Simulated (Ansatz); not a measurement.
# Nd2AlSe3: the cost of one run

Method: DFT PBE, scalar-relativistic, plane waves, PAW; 4f electrons in the core of a trivalent norm-conserving potential, in Ansatz 0.2.0.

**1. The structure to begin with**

Symmetry: P6/mmm, No. 191, hexagonal system. Conventional cell: a = 6.688 Å, b = 6.688 Å, c = 3.925 Å, α = 90.00°, β = 90.00°, γ = 120.00°. Around Nd (site symmetry -6m2) lie 6 Se at 2.75 Å. Al (site symmetry 6/mmm) is surrounded by 6 Nd at 3.86 Å and 12 Se at 3.88 Å and 2 Al at 3.93 Å. Se (site symmetry mmm) has 4 Nd at 2.75 Å and 4 Al at 3.88 Å in its first shell of neighbours.

Coordinates:

```
Nd Al Se
1.0
     6.68789    0.00000    0.00000
    -3.34394    5.79188    0.00000
     0.00000    0.00000    3.92524
Nd Al Se
2 1 3
Direct
  0.66667 0.33333 0.50000
  0.33333 0.66667 0.50000
  0.00000 0.00000 0.50000
  0.00000 0.50000 0.00000
  0.50000 0.50000 0.00000
  0.50000 0.00000 0.00000
```

Recipe of the guess: species swapped into a database cell of HoB2Rh3 (P6/mmm, No. 191), with Al on the Ho sites, Nd on the B sites and Se on the Rh sites. Its size is a rough estimate.

**2. Probe: one point on a coarse mesh**

The input, input.yaml:

```yaml
crystal:
  lattice:
    - [6.68788505, 0.0, 0.0]
    - [-3.34394253, 5.79187835, 0.0]
    - [0.0, 0.0, 3.92523984]
  atoms:
    - { symbol: Nd, position: [0.66666667, 0.33333333, 0.5] }
    - { symbol: Nd, position: [0.33333333, 0.66666667, 0.5] }
    - { symbol: Al, position: [0.0, 0.0, 0.5] }
    - { symbol: Se, position: [0.0, 0.5, 0.0] }
    - { symbol: Se, position: [0.5, 0.5, 0.0] }
    - { symbol: Se, position: [0.5, 0.0, 0.0] }
basis:
  ecutwfc: 660
kpoints:
  mp_grid: { grid: [3, 3, 4] }
hamiltonian:
  xc: pbe
  pseudopotentials:
    kind: paw
    azcp: { Nd: "pseudopotentials/pbe/nc/lanthanide_3plus/Nd.nc.azcp" }
scf:
  occupations: { method: gaussian, width: 0.1 }
  lower_state_search: "off"
output:
  forces: true
  stress: true
  eigenvalues: true
```

Command:

```console
> ansatz run input.yaml --threads 1 --pin off --max-ram 2560MiB --backend cpu --events-out ev --progress --plain --runs-dir out
```

What time and memory should one allow on 1 thread of Intel Xeon at 2.50GHz (Skylake/Cascade Lake), shared host?

About 18 s, with a peak of 0.52 GiB.
